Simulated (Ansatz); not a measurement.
# C2H3Cl2F (1,1-dichloro-1-fluoroethane) at PBE0/6-31G(d) (spherical functions)

Aim: the electronic atomisation energy of C2H3Cl2F (1,1-dichloro-1-fluoroethane) at PBE0/6-31G* (spherical functions), from 5 runs. 

The calculation is run with Ansatz 0.2.0.

69 further runs of the same task are left out: 1 that didn't finish, 68 set aside as unsound or not needed.

## Step 1: The structure to begin with

C2H3Cl2F has 8 atoms, charge 0, and is taken as a singlet. SMILES: `CC(F)(Cl)Cl`. Geometry: relaxed at PBE0-D4/def2-TZVP.

Bond lengths: C1–C2 1.502 Å, C2–F3 1.348 Å, C2–Cl4 1.776 Å, C2–Cl5 1.776 Å, C1–H6 1.091 Å, C1–H7 1.091 Å, C1–H8 1.088 Å. Some angles: C1–C2–F3 110.1°, C1–C2–Cl4 111.1°, C1–C2–Cl5 111.1°, F3–C2–Cl4 107.6°, F3–C2–Cl5 107.6°, Cl4–C2–Cl5 109.3°, C2–C1–H6 108.9°, C2–C1–H7 108.9°, C2–C1–H8 110.1°, H6–C1–H7 109.8°.

## Step 2: A single-point energy at PBE0/6-31G(d) (spherical functions)

Contents of in.yaml:

```yaml
crystal:
  periodic: [false, false, false]
  atoms:
    - symbol: C
      position_ang: [-0.133500, -0.505900, 0.646300]
    - symbol: C
      position_ang: [0.199400, 0.391300, -0.511300]
    - symbol: F
      position_ang: [1.523600, 0.643200, -0.537400]
    - symbol: Cl
      position_ang: [-0.232400, -0.372700, -2.055900]
    - symbol: Cl
      position_ang: [-0.641100, 1.950200, -0.373000]
    - symbol: H
      position_ang: [0.163400, -0.011800, 1.572000]
    - symbol: H
      position_ang: [0.414900, -1.442000, 0.535900]
    - symbol: H
      position_ang: [-1.202100, -0.709300, 0.667600]
basis:
  gaussian: {orbitals: 6-31G_st_-spherical.json}
hamiltonian: {xc: {name: PBE0}}
accuracy: high
output: {orbitals: {seedname: orbitals}}
```

The basis set 6-31G* is read from a file made from the Basis Set Exchange's data (not shown).

On the command line:

```console
$ ansatz run in.yaml --threads 1 --pin off --max-ram 3480MiB --events-out events.jsonl --progress --plain --runs-dir runs
```

Standard output:

```text
Warning: RAYON_NUM_THREADS=1 ignored (pool sized by the plan → 1); use --threads N
Functional definition: PBE0
  name "PBE0"
  parameter a = 0.25
  parameter kappa = 0.804
  parameter beta = 0.06672455060314922
  exchange = (1 - a)*pbe_x(kappa = kappa, mu = beta*pi^2/3) + a*exact_x
  correlation = pbe_c(beta = beta)
1944 factors; integrals over basis functions are off by at most 3.8e-9 eV
mean field evaluation 1: about -29867.7696 eV, gradient 3.6e1 eV
mean field evaluation 2: about -29867.2904 eV, gradient 3.9e1 eV
mean field evaluation 4: about -29870.3715 eV, gradient 1.3e0 eV
mean field evaluation 8: about -29870.6233 eV, gradient 1.1e-1 eV
mean field evaluation 16: about -29870.6233 eV, gradient 5.7e-6 eV
mean field -29870.62334735 eV, -1097.7251609794 hartree, gradient 2.5e-8 eV, S^2 0.000000; 0 other end points of the search recorded, 0 dependent functions left out
reference -29870.62334915 eV, -1097.7251610454 hartree; 29, 29 occupied and 55, 55 virtual orbitals, 1944 factors
Total energy: -29870.62334915 eV, -1097.7251610454 hartree
```

It took 9.3 s on 1 thread of Arm Neoverse V2, shared host; peak memory 0.3 GiB.

## Step 3: The C atom at the same level

Contents of run.yaml:

```yaml
crystal:
  periodic: [false, false, false]
  atoms:
    - {symbol: C, position_ang: [0.000000, 0.000000, 0.000000]}
basis:
  gaussian: {orbitals: 6-31G_st_-spherical.json}
magnetization: {spin_polarized: true, initial_magnetization: 2}
hamiltonian: {xc: {name: PBE0}}
accuracy: high
```

The basis set 6-31G* is read from a file made from the Basis Set Exchange's data (not shown).

Run the same way, it converges to -37.79246 Eh (log not shown).

## Step 4: The Cl atom, same level

Contents of in.yaml:

```yaml
crystal:
  periodic: [false, false, false]
  atoms:
    - {symbol: Cl, position_ang: [0.000000, 0.000000, 0.000000]}
basis:
  gaussian:
    orbitals: 6-31G_st_-spherical.json
magnetization:
  spin_polarized: true
  initial_magnetization: 1
hamiltonian:
  xc: {name: PBE0}
accuracy: high
```

The basis set 6-31G* is read from a file made from the Basis Set Exchange's data (not shown).

On the command line:

```console
$ ansatz run in.yaml --threads 1 --pin off --max-ram 3480MiB --events-out events.jsonl --progress --plain --runs-dir runs
```

Standard output, shortened:

```text
Warning: RAYON_NUM_THREADS=1 ignored (pool sized by the plan → 1); use --threads N
[... 7 set-up lines as earlier in the session ...]
140 factors; integrals over basis functions are off by at most 3.1e-9 eV
mean field evaluation 1: about -12516.2228 eV, gradient 3.1e0 eV
mean field evaluation 2: about -12516.2789 eV, gradient 7.8e-1 eV
mean field evaluation 4: about -12516.2845 eV, gradient 3.3e-1 eV
mean field evaluation 8: about -12516.2852 eV, gradient 2.3e-4 eV
mean field evaluation 16: about -12516.2852 eV, gradient 3.2e-6 eV
mean field -12516.28516137 eV, -459.9649958376 hartree, gradient 5.6e-8 eV, S^2 0.752104; 0 other end points of the search recorded, 0 dependent functions left out
reference -12516.28516261 eV, -459.9649958830 hartree; 9, 8 occupied and 9, 10 virtual orbitals, 140 factors
Total energy: -12516.28516261 eV, -459.9649958830 hartree
```

Run time: 0.58 s. Hardware: 1 thread of Arm Neoverse V2, shared host.

## Step 5: The F atom, same level

Contents of input.yaml:

```yaml
crystal:
  periodic: [false, false, false]
  atoms:
    - symbol: F
      position_ang: [0.000000, 0.000000, 0.000000]
basis:
  gaussian:
    orbitals: 6-31G_st_-spherical.json
magnetization:
  spin_polarized: true
  initial_magnetization: 1
hamiltonian:
  xc: pbe0
accuracy: high
```

The basis set 6-31G* is read from a file made from the Basis Set Exchange's data (not shown).

Run the same way, it converges to -99.62354 Eh (log not shown).

## Step 6: The H atom at the same level

Contents of job.yaml:

```yaml
crystal:
  periodic: [false, false, false]
  atoms:
    - symbol: H
      position_ang: [0.000000, 0.000000, 0.000000]
basis:
  gaussian:
    orbitals: "6-31G*"
magnetization:
  spin_polarized: true
  initial_magnetization: 1
hamiltonian:
  xc: pbe0
accuracy: high
```

Run the same way, it converges to -0.49911 Eh (log not shown).

## Step 7: Outcome

At PBE0/6-31G* (spherical functions):

| quantity | value |
| --- | --- |
| molecule: total energy | -1097.72516 Eh |
| molecule: HOMO energy | -8.80 eV |
| molecule: LUMO energy | -0.09 eV |
| molecule: HOMO–LUMO gap | 8.71 eV |
| C atom: total energy | -37.79246 Eh |
| C atom: ⟨S²⟩ | 2.002 |
| Cl atom: total energy | -459.96500 Eh |
| Cl atom: ⟨S²⟩ | 0.752 |
| F atom: total energy | -99.62354 Eh |
| F atom: ⟨S²⟩ | 0.751 |
| H atom: total energy | -0.49911 Eh |
| H atom: ⟨S²⟩ | 0.750 |
| electronic atomisation energy | 29.644 eV |

In words: Taking the molecule apart into free atoms costs 29.64 eV (2860 kJ/mol), before zero-point energy and without spin-orbit coupling.
